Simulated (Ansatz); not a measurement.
# MoN2: the cost of one run

Method: def2-TZVPP, core rule «outside noble gas», up to 6 orbitals frozen; program: Ansatz 0.2.0, Gaussian basis.

To be run: UHF; CCSD(T) on RHF; CCSD(T) on UHF; CCSDT(Q) on RHF.

### Step 1. What is computed

The geometry is a PBE0/def2-TZVP stationary point (not a proven minimum). No spin-orbit coupling is included. Elements past krypton take def2 core potentials.

3 atoms, charge 0, spin multiplicity 1.

Atoms are counted from 1 here; the program's logs count them from 0.

Bond lengths: Mo1–N2 1.881 Å, N2–N3 1.131 Å. Angles: Mo1–N2–N3 171.8°.

### Step 2. UHF

in.yaml reads:

```yaml
crystal:
  periodic: [false, false, false]
  atoms:
    - {symbol: Mo, position_ang: [0.000000, -0.011943, 1.627745]}
    - {symbol: N, position_ang: [0.000000, 0.064315, -0.251616]}
    - {symbol: N, position_ang: [0.000000, -0.052372, -1.376129]}
basis:
  gaussian: {orbitals: def2-TZVPP}
magnetization: {spin_polarized: true, initial_magnetization: 0}
hamiltonian: {xc: hf}
output: {orbitals: {seedname: orbitals}}
```

The run is started by

```
$ ansatz run in.yaml --threads 1 --pin off --events-out ev --progress --plain --max-ram 4096MiB --backend cpu
```

What time and memory should one allow on 1 thread of AMD EPYC 7R13, shared host?

About 2.5 min, with a peak of 0.28 GiB.
